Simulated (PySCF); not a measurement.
# C⁺: excitation energies in dyall-acv3z

Aim: the excitation energy of carbon from differences of total energies, at each level of theory, and how far each lands from the tabulated value where there is one.

The numbers are computed with PySCF 2.14.0 (unrestricted determinants in a Gaussian basis, no spin-orbit coupling in the energies), except any that are marked as measured or tabulated.

## (1) Starting point

- Element: carbon (Z = 6)
- Basis: dyall-acv3z (15s9p4d2f, 76 functions)
- Hamiltonian: no relativity, point nucleus
- State 1: C⁺: [He] 2s2 3s1, 2S determinant (an excited configuration)
- State 2: C⁺: [He] 2s1 2p1 3d1, one real determinant (an excited configuration)
- Needed too, but not shown: C⁺ [He] 2s2 2p1 (2P)
- Methods: UHF, LDA, PBE, PBE0, r2SCAN, wB97X-V, PW91, BLYP, LC-wPBE, MP2
- Core shells frozen in the correlated runs: valence: 1s2; valence and next inner shell: nothing (for C⁺)

Outer shells as boxes (Hund's rule):

C+ [He] 2s2 3s1
```
[He] core
2s [↑↓]
3s [↑ ]
```

C+ [He] 2s1 2p1 3d1
```
[He] core
2s [↑ ]
2p [↑ ][  ][  ]
3d [↑ ][  ][  ][  ][  ]
```

The runs were made by one driver on top of PySCF. The scripts below sum up each run's settings (the driver also hands on starting orbitals that pick excited configurations, and frozen orbitals as a list rather than a count), and the logs come from the driver's own runs. The driver starts from symmetry-adapted Hartree-Fock orbitals, holds the occupation by maximum overlap and uses a logarithmic radial grid for functionals, so a plain start would take other cycles.

The integrals over 76 functions and the set-up took 0.32 s of CPU time.

## (2) C⁺ [He] 2s2 3s1, method by method

UHF:

File input.py:

```python
from pyscf import gto, scf, dft, mp, cc
import basis_set_exchange as bse
mol = gto.M(atom="C 0 0 0", charge=1, spin=1, symmetry="D2h",
            basis=gto.basis.parse(bse.get_basis("dyall-acv3z", elements=["C"], fmt="nwchem")))
mf = scf.UHF(mol)
mf.irrep_nelec = {'Ag': (3, 2)}
mf.kernel()
```

Output:

```text
damping factor = 0
level_shift factor = 0
DIIS = <class 'pyscf.scf.diis.CDIIS'>
diis_start_cycle = 1
diis_space = 10
diis_damp = 0
SCF conv_tol = 1e-09
SCF conv_tol_grad = None
number electrons alpha = 3  beta = 2
cycle= 1 E= -36.7687384310608  delta_E= -2.96e-10  |g|= 5.24e-06  |ddm|= 0.000128
converged SCF energy = -36.7687384310608  <S^2> = 0.75009305  2S+1 = 2.0000931
```

CPU time 0.54 s on a shared host, the integrals not counted.

The occupied shells:

```csv
shell,electrons,mean orbital energy (eV),spread (eV),rms radius (bohr)
1s α,1,-336.50,0,0.310
1s β,1,-336.23,0,0.310
2s α,1,-39.205,0,1.49
2s β,1,-38.703,0,1.49
3s α,1,-9.808,0,4.56
```

⟨S²⟩ = 0.750, ⟨L²⟩ = 0.00.

LDA:

Changes to input.py:

```diff
@@ -4,3 +4,3 @@
             basis=gto.basis.parse(bse.get_basis("dyall-acv3z", elements=["C"], fmt="nwchem")))
-mf = scf.UHF(mol)
+mf = dft.UKS(mol, xc="LDA,VWN")
 mf.irrep_nelec = {'Ag': (3, 2)}
```

Output:

```text
damping factor = 0
level_shift factor = 0
DIIS = <class 'pyscf.scf.diis.CDIIS'>
diis_start_cycle = 1
diis_space = 10
diis_damp = 0
SCF conv_tol = 1e-09
SCF conv_tol_grad = None
number electrons alpha = 3  beta = 2
XC functionals = LDA,VWN
    P. A. M. Dirac.,  Math. Proc. Cambridge Philos. Soc. 26, 376 (1930)
    F. Bloch.,  Z. Phys. 57, 545 (1929)
    S. H. Vosko, L. Wilk, and M. Nusair.,  Can. J. Phys. 58, 1200 (1980)
cycle= 1 E= -36.5067036770746  delta_E= -0.00514  |g|= 0.0253  |ddm|= 0.225
cycle= 2 E= -36.5067307386492  delta_E= -2.71e-05  |g|= 0.00282  |ddm|= 0.0187
cycle= 3 E= -36.5067312222121  delta_E= -4.84e-07  |g|= 8.2e-05  |ddm|= 0.00159
cycle= 4 E= -36.5067312246378  delta_E= -2.43e-09  |g|= 4.99e-06  |ddm|= 0.000367
cycle= 5 E= -36.5067312246498  delta_E= -1.2e-11  |g|= 8.01e-08  |ddm|= 3.39e-05
converged SCF energy = -36.5067312246498  <S^2> = 0.75000766  2S+1 = 2.0000077
```

It used 0.71 s of CPU time after the integrals (shared host).

PBE:

Changes to input.py:

```diff
@@ -4,3 +4,3 @@
             basis=gto.basis.parse(bse.get_basis("dyall-acv3z", elements=["C"], fmt="nwchem")))
-mf = dft.UKS(mol, xc="LDA,VWN")
+mf = dft.UKS(mol, xc="PBE")
 mf.irrep_nelec = {'Ag': (3, 2)}
```

Output:

```text
damping factor = 0
level_shift factor = 0
DIIS = <class 'pyscf.scf.diis.CDIIS'>
diis_start_cycle = 1
diis_space = 10
diis_damp = 0
SCF conv_tol = 1e-09
SCF conv_tol_grad = None
number electrons alpha = 3  beta = 2
XC functionals = PBE
    J. P. Perdew, K. Burke, and M. Ernzerhof.,  Phys. Rev. Lett. 77, 3865 (1996)
    J. P. Perdew, K. Burke, and M. Ernzerhof.,  Phys. Rev. Lett. 78, 1396 (1997)
    J. P. Perdew, K. Burke, and M. Ernzerhof.,  Phys. Rev. Lett. 77, 3865 (1996)
    J. P. Perdew, K. Burke, and M. Ernzerhof.,  Phys. Rev. Lett. 78, 1396 (1997)
cycle= 1 E= -36.838875736809  delta_E= -0.00311  |g|= 0.00774  |ddm|= 0.349
cycle= 2 E= -36.8388888568163  delta_E= -1.31e-05  |g|= 0.000566  |ddm|= 0.0494
cycle= 3 E= -36.8388890490803  delta_E= -1.92e-07  |g|= 5.61e-05  |ddm|= 0.00658
cycle= 4 E= -36.8388890545663  delta_E= -5.49e-09  |g|= 3.2e-06  |ddm|= 0.00132
cycle= 5 E= -36.8388890545698  delta_E= -3.47e-12  |g|= 4.96e-07  |ddm|= 1.78e-05
converged SCF energy = -36.8388890545698  <S^2> = 0.75000438  2S+1 = 2.0000044
```

CPU time 1.3 s on a shared host, the integrals not counted.

PBE0:

Changes to input.py:

```diff
@@ -4,3 +4,3 @@
             basis=gto.basis.parse(bse.get_basis("dyall-acv3z", elements=["C"], fmt="nwchem")))
-mf = dft.UKS(mol, xc="PBE")
+mf = dft.UKS(mol, xc="PBE0")
 mf.irrep_nelec = {'Ag': (3, 2)}
```

Output:

```text
damping factor = 0
level_shift factor = 0
DIIS = <class 'pyscf.scf.diis.CDIIS'>
diis_start_cycle = 1
diis_space = 10
diis_damp = 0
SCF conv_tol = 1e-09
SCF conv_tol_grad = None
number electrons alpha = 3  beta = 2
XC functionals = PBE0
    C. Adamo and V. Barone.,  J. Chem. Phys. 110, 6158 (1999)
    M. Ernzerhof and G. E. Scuseria.,  J. Chem. Phys. 110, 5029 (1999)
cycle= 1 E= -36.84698386076  delta_E= -0.00177  |g|= 0.00546  |ddm|= 0.268
cycle= 2 E= -36.8470055097237  delta_E= -2.16e-05  |g|= 0.000641  |ddm|= 0.0649
cycle= 3 E= -36.8470066493348  delta_E= -1.14e-06  |g|= 0.000136  |ddm|= 0.0152
cycle= 4 E= -36.8470067052592  delta_E= -5.59e-08  |g|= 7.55e-06  |ddm|= 0.00399
cycle= 5 E= -36.8470067053019  delta_E= -4.26e-11  |g|= 5.65e-07  |ddm|= 8.29e-05
converged SCF energy = -36.8470067053019  <S^2> = 0.75001797  2S+1 = 2.000018
```

CPU time 1.5 s on a shared host, the integrals not counted.

r2SCAN:

Changes to input.py:

```diff
@@ -4,3 +4,3 @@
             basis=gto.basis.parse(bse.get_basis("dyall-acv3z", elements=["C"], fmt="nwchem")))
-mf = dft.UKS(mol, xc="PBE0")
+mf = dft.UKS(mol, xc="R2SCAN")
 mf.irrep_nelec = {'Ag': (3, 2)}
```

Output:

```text
damping factor = 0
level_shift factor = 0
DIIS = <class 'pyscf.scf.diis.CDIIS'>
diis_start_cycle = 1
diis_space = 10
diis_damp = 0
SCF conv_tol = 1e-09
SCF conv_tol_grad = None
number electrons alpha = 3  beta = 2
XC functionals = R2SCAN
    J. W. Furness, A. D. Kaplan, J. Ning, J. P. Perdew, and J. Sun.,  J. Phys. Chem. Lett. 11, 8208-8215 (2020)
    J. W. Furness, A. D. Kaplan, J. Ning, J. P. Perdew, and J. Sun.,  J. Phys. Chem. Lett. 11, 9248-9248 (2020)
    J. W. Furness, A. D. Kaplan, J. Ning, J. P. Perdew, and J. Sun.,  J. Phys. Chem. Lett. 11, 8208-8215 (2020)
    J. W. Furness, A. D. Kaplan, J. Ning, J. P. Perdew, and J. Sun.,  J. Phys. Chem. Lett. 11, 9248-9248 (2020)
cycle= 1 E= -36.856019868235  delta_E= -0.00132  |g|= 0.00725  |ddm|= 0.239
cycle= 2 E= -36.8560576467481  delta_E= -3.78e-05  |g|= 0.00173  |ddm|= 0.0776
cycle= 3 E= -36.8560610285953  delta_E= -3.38e-06  |g|= 0.000311  |ddm|= 0.0266
cycle= 4 E= -36.8560611436704  delta_E= -1.15e-07  |g|= 1.12e-05  |ddm|= 0.00574
cycle= 5 E= -36.8560611437227  delta_E= -5.22e-11  |g|= 1.41e-06  |ddm|= 3.04e-05
converged SCF energy = -36.8560611437227  <S^2> = 0.75028918  2S+1 = 2.0002892
```

CPU time 2.9 s on a shared host, the integrals not counted.

wB97X-V:

Changes to input.py:

```diff
@@ -4,3 +4,3 @@
             basis=gto.basis.parse(bse.get_basis("dyall-acv3z", elements=["C"], fmt="nwchem")))
-mf = dft.UKS(mol, xc="R2SCAN")
+mf = dft.UKS(mol, xc="WB97X_V")
 mf.irrep_nelec = {'Ag': (3, 2)}
```

Output:

```text
damping factor = 0
level_shift factor = 0
DIIS = <class 'pyscf.scf.diis.CDIIS'>
diis_start_cycle = 1
diis_space = 10
diis_damp = 0
SCF conv_tol = 1e-09
SCF conv_tol_grad = None
number electrons alpha = 3  beta = 2
XC functionals = WB97X_V
    N. Mardirossian and M. Head-Gordon.,  Phys. Chem. Chem. Phys. 16, 9904-9924 (2014)
NLC functional = WB97X_V
cycle= 1 E= -36.8939996921181  delta_E= -0.00137  |g|= 0.00515  |ddm|= 0.115
cycle= 2 E= -36.8940302339408  delta_E= -3.05e-05  |g|= 0.00122  |ddm|= 0.048
cycle= 3 E= -36.8940350790171  delta_E= -4.85e-06  |g|= 0.000398  |ddm|= 0.0234
cycle= 4 E= -36.8940356458137  delta_E= -5.67e-07  |g|= 1.7e-05  |ddm|= 0.0115
cycle= 5 E= -36.8940356461038  delta_E= -2.9e-10  |g|= 1.72e-06  |ddm|= 0.000232
converged SCF energy = -36.8940356461038  <S^2> = 0.75005401  2S+1 = 2.000054
```

CPU time 2.3 s on a shared host, the integrals not counted.

PW91:

Changes to input.py:

```diff
@@ -4,3 +4,3 @@
             basis=gto.basis.parse(bse.get_basis("dyall-acv3z", elements=["C"], fmt="nwchem")))
-mf = dft.UKS(mol, xc="WB97X_V")
+mf = dft.UKS(mol, xc="PW91,PW91")
 mf.irrep_nelec = {'Ag': (3, 2)}
```

Output:

```text
damping factor = 0
level_shift factor = 0
DIIS = <class 'pyscf.scf.diis.CDIIS'>
diis_start_cycle = 1
diis_space = 10
diis_damp = 0
SCF conv_tol = 1e-09
SCF conv_tol_grad = None
number electrons alpha = 3  beta = 2
XC functionals = PW91,PW91
    J. P. Perdew. In P. Ziesche and H. Eschrig, editors, Proceedings of the 75. WE-Heraeus-Seminar and 21st Annual International Symposium on Electronic Structure of Solids, 11. Berlin, 1991. Akademie Verlag.
    J. P. Perdew, J. A. Chevary, S. H. Vosko, K. A. Jackson, M. R. Pederson, D. J. Singh, and C. Fiolhais.,  Phys. Rev. B 46, 6671 (1992)
    J. P. Perdew, J. A. Chevary, S. H. Vosko, K. A. Jackson, M. R. Pederson, D. J. Singh, and C. Fiolhais.,  Phys. Rev. B 48, 4978 (1993)
    J. P. Perdew. In P. Ziesche and H. Eschrig, editors, Proceedings of the 75. WE-Heraeus-Seminar and 21st Annual International Symposium on Electronic Structure of Solids, 11. Berlin, 1991. Akademie Verlag.
    J. P. Perdew, J. A. Chevary, S. H. Vosko, K. A. Jackson, M. R. Pederson, D. J. Singh, and C. Fiolhais.,  Phys. Rev. B 46, 6671 (1992)
    J. P. Perdew, J. A. Chevary, S. H. Vosko, K. A. Jackson, M. R. Pederson, D. J. Singh, and C. Fiolhais.,  Phys. Rev. B 48, 4978 (1993)
cycle= 1 E= -36.86689602667  delta_E= -0.00314  |g|= 0.00667  |ddm|= 0.358
cycle= 2 E= -36.8669095909458  delta_E= -1.36e-05  |g|= 0.000437  |ddm|= 0.0494
cycle= 3 E= -36.8669097799921  delta_E= -1.89e-07  |g|= 5.51e-05  |ddm|= 0.00653
cycle= 4 E= -36.8669097841974  delta_E= -4.21e-09  |g|= 7.83e-06  |ddm|= 0.00107
cycle= 5 E= -36.8669097842176  delta_E= -2.02e-11  |g|= 4.59e-07  |ddm|= 4.65e-05
converged SCF energy = -36.8669097842176  <S^2> = 0.75000316  2S+1 = 2.0000032
```

It used 1.3 s of CPU time after the integrals (shared host).

BLYP:

Changes to input.py:

```diff
@@ -4,3 +4,3 @@
             basis=gto.basis.parse(bse.get_basis("dyall-acv3z", elements=["C"], fmt="nwchem")))
-mf = dft.UKS(mol, xc="PW91,PW91")
+mf = dft.UKS(mol, xc="BLYP")
 mf.irrep_nelec = {'Ag': (3, 2)}
```

Output:

```text
damping factor = 0
level_shift factor = 0
DIIS = <class 'pyscf.scf.diis.CDIIS'>
diis_start_cycle = 1
diis_space = 10
diis_damp = 0
SCF conv_tol = 1e-09
SCF conv_tol_grad = None
number electrons alpha = 3  beta = 2
XC functionals = BLYP
    A. D. Becke.,  Phys. Rev. A 38, 3098 (1988)
    C. Lee, W. Yang, and R. G. Parr.,  Phys. Rev. B 37, 785 (1988)
    B. Miehlich, A. Savin, H. Stoll, and H. Preuss.,  Chem. Phys. Lett. 157, 200 (1989)
cycle= 1 E= -36.8899825545121  delta_E= -0.00363  |g|= 0.00596  |ddm|= 0.325
cycle= 2 E= -36.8899907528597  delta_E= -8.2e-06  |g|= 0.000455  |ddm|= 0.0208
cycle= 3 E= -36.8899908722683  delta_E= -1.19e-07  |g|= 9.12e-05  |ddm|= 0.00296
cycle= 4 E= -36.8899908746031  delta_E= -2.33e-09  |g|= 5.47e-06  |ddm|= 0.000222
cycle= 5 E= -36.8899908746187  delta_E= -1.56e-11  |g|= 2.74e-07  |ddm|= 6.46e-05
converged SCF energy = -36.8899908746187  <S^2> = 0.75002135  2S+1 = 2.0000213
```

CPU time 1.3 s on a shared host, the integrals not counted.

LC-wPBE:

Changes to input.py:

```diff
@@ -4,3 +4,3 @@
             basis=gto.basis.parse(bse.get_basis("dyall-acv3z", elements=["C"], fmt="nwchem")))
-mf = dft.UKS(mol, xc="BLYP")
+mf = dft.UKS(mol, xc="LC_WPBE")
 mf.irrep_nelec = {'Ag': (3, 2)}
```

Output:

```text
damping factor = 0
level_shift factor = 0
DIIS = <class 'pyscf.scf.diis.CDIIS'>
diis_start_cycle = 1
diis_space = 10
diis_damp = 0
SCF conv_tol = 1e-09
SCF conv_tol_grad = None
number electrons alpha = 3  beta = 2
XC functionals = LC_WPBE
    O. A. Vydrov and G. E. Scuseria.,  J. Chem. Phys. 125, 234109 (2006)
cycle= 1 E= -36.8490453961911  delta_E= -0.00268  |g|= 0.00887  |ddm|= 0.169
cycle= 2 E= -36.8490918384874  delta_E= -4.64e-05  |g|= 0.0017  |ddm|= 0.0663
cycle= 3 E= -36.8490999775667  delta_E= -8.14e-06  |g|= 0.000699  |ddm|= 0.0302
cycle= 4 E= -36.8491018710559  delta_E= -1.89e-06  |g|= 9.63e-05  |ddm|= 0.0206
cycle= 5 E= -36.8491018993529  delta_E= -2.83e-08  |g|= 6.13e-06  |ddm|= 0.00267
cycle= 6 E= -36.8491018993723  delta_E= -1.94e-11  |g|= 4.91e-07  |ddm|= 2.45e-05
converged SCF energy = -36.8491018993723  <S^2> = 0.75005081  2S+1 = 2.0000508
```

It used 1.9 s of CPU time after the integrals (shared host).

## (3) C⁺ [He] 2s2 3s1, continued

MP2 (valence):

Edit input.py of step 2 so:

```diff
@@ -4,4 +4,5 @@
             basis=gto.basis.parse(bse.get_basis("dyall-acv3z", elements=["C"], fmt="nwchem")))
-mf = dft.UKS(mol, xc="LC_WPBE")
+mf = scf.UHF(mol)
 mf.irrep_nelec = {'Ag': (3, 2)}
 mf.kernel()
+mp.UMP2(mf, frozen=1).kernel()
```

This step left no log, only its results.

It used 0.14 s of CPU time after the integrals (shared host).

With 3 electrons correlated, the MP2 correlation energy is -0.05469 hartree (-0.00322 same spin, -0.05147 opposite spin); the SCS form gives -0.06284. Largest pairs of shells: 2s-2s -0.0445, 2s-3s -0.0102, 3s-3s 0.0000.

MP2 (valence and next inner shell):

Changes to input.py:

```diff
@@ -7,2 +7,2 @@
 mf.kernel()
-mp.UMP2(mf, frozen=1).kernel()
+mp.UMP2(mf, frozen=[[71, 72, 73, 74, 75], [71, 72, 73, 74, 75]]).kernel()
```

This step left no log, only its results.

CPU time 0.17 s on a shared host, the integrals not counted.

With 5 electrons correlated, the MP2 correlation energy is -0.10119 hartree (-0.00553 same spin, -0.09565 opposite spin); the SCS form gives -0.11663. Largest pairs of shells: 2s-2s -0.0445, 1s-1s -0.0376, 2s-3s -0.0102, 1s-2s -0.0084, 1s-3s -0.0004.

Radial density 4πr²ρ of C⁺ at UHF:

```csv
r (bohr),density,spin density
0.00362,0.0205,0.000
0.00608,0.0562,0.000
0.0102,0.151,0.001
0.0172,0.394,0.002
0.0289,0.969,0.004
0.0487,2.17,0.009
0.0819,4.14,0.017
0.138,6.07,0.022
0.232,5.74,0.012
0.390,2.67,0.000
0.655,1.11,0.047
1.10,1.66,0.069
1.85,0.756,-0.003
3.12,0.302,0.252
5.25,0.180,0.180
8.82,0.00849,0.008
```

(Part 1 of 2 ends here.)
